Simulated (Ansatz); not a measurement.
**LaSi2Pt2 at fixed geometry**

Aim: for LaSi2Pt2, a database structure at a slightly changed volume, find gap or metal, charges, bonding, and the stress on the cell. The atoms and the cell stay fixed.

The COD entry's cell or inner coordinates are ideal or old and differ from later refinements, so a difference from it is no clean test against experiment.

Computed, not measured: Ansatz 0.2.0, DFT, r2SCAN, no spin polarisation, plane waves, PAW.

## 1. The system as given

It takes space group I4/mmm (No. 139, tetragonal). Conventional cell: a = 4.314 Å, b = 4.314 Å, c = 9.889 Å, α = 90.00°, β = 90.00°, γ = 90.00°. Si (site symmetry 4mm) is surrounded by 1 Si at 2.47 Å and 4 Pt at 2.49 Å and 4 La at 3.29 Å. Pt (site symmetry -4m2) has 4 Si at 2.49 Å as nearest neighbours. La (site symmetry 4/mmm) has 8 Pt at 3.28 Å and 10 Si at 3.29 to 3.71 Å as nearest neighbours.

Structure file:

```
CELL_PARAMETERS angstrom
0.00000 4.31369 0.00000
4.31369 0.00000 0.00000
2.15685 2.15685 -4.94458
ATOMIC_POSITIONS crystal
Si 0.37500 0.37500 0.25000
Si 0.62500 0.62500 0.75000
Pt 0.75000 0.25000 0.50000
Pt 0.25000 0.75000 0.50000
La 0.00000 0.00000 0.00000
```

Its first density is an earlier solution for the same cell, read from a checkpoint.

## 2. The run

The input, input.yaml:

```yaml
crystal:
  lattice:
    - [0.0, 4.313694, 0.0]
    - [4.313694, 0.0, 0.0]
    - [2.156847, 2.156847, -4.944583]
  atoms:
    - { symbol: Si, position: [0.375, 0.375, 0.25] }
    - { symbol: Si, position: [0.625, 0.625, 0.75] }
    - { symbol: Pt, position: [0.75, 0.25, 0.5] }
    - { symbol: Pt, position: [0.25, 0.75, 0.5] }
    - { symbol: La, position: [0.0, 0.0, 0.0] }
  symmetry: { tolerance: 0.0003 }
kpoints:
  mp_grid: { grid: [9, 9, 9], shift: [0, 0, 0] }
  band_path:
    path:
      - [0.0, 0.0, 0.0]
      - [0.5, 0.5, 0.5]
      - [0.5, 0.5, 0.25]
      - [0.0, 0.5, 0.0]
      - [0.0, 0.0, 0.0]
      - [0.0, 0.0, -0.5]
      - [0.0, 0.40486302, -0.29756849]
      - [0.0, 0.59513698, 0.29756849]
      - [0.0, 0.0, 0.0]
      - [0.5, 0.5, 0.5]
      - [0.40486302, 0.59513698, 0.5]
    npoints: 6
magnetization:
  spin_polarized: false
scf:
  occupations: { method: fermi_dirac }
  lower_state_search: "off"
  max_iter: 200
hamiltonian:
  pseudopotentials: { kind: paw }
  xc: r2scan
basis:
  ecutwfc: 500
  fft_grid_basis: typed
output:
  forces: true
  stress: true
  eigenvalues: true
  bader: true
  populations: true
  elf: true
  write_potential: true
  volumetric_format: npy
  dos:
    e_range: [-12, 8]
    de: 0.05
    projected: { site_lists: { La: [La], Pt: [Pt], Si: [Si] } }
checkpoint:
  read: saved_state
```

What does the calculation give? Wanted: largest force; pressure; character; Bader charges.

As calculated:

| quantity | value |
| --- | --- |
| largest force | 0.024 eV/Å on Si |
| pressure | -0.2 GPa |
| formation energy (elements from separate runs) | -1.09 eV/atom |
| character | metal |
| density of states, mean within 0.25 eV of the Fermi level | 2.6 per eV per cell |
| Bader charges | Si +0.42, Pt -1.23, La +1.63 e |

It is a metal; within 0.25 eV of the Fermi level the density of states averages 2.6 per eV per cell, mostly Pt d (33 %), Si p (26 %) and La d (24 %). The cell is close to its equilibrium volume (-0.2 GPa). Forces are small, so the positions are close to relaxed. By Bader's partition La gives up most (+1.63 e) and Pt takes most (-1.23 e).
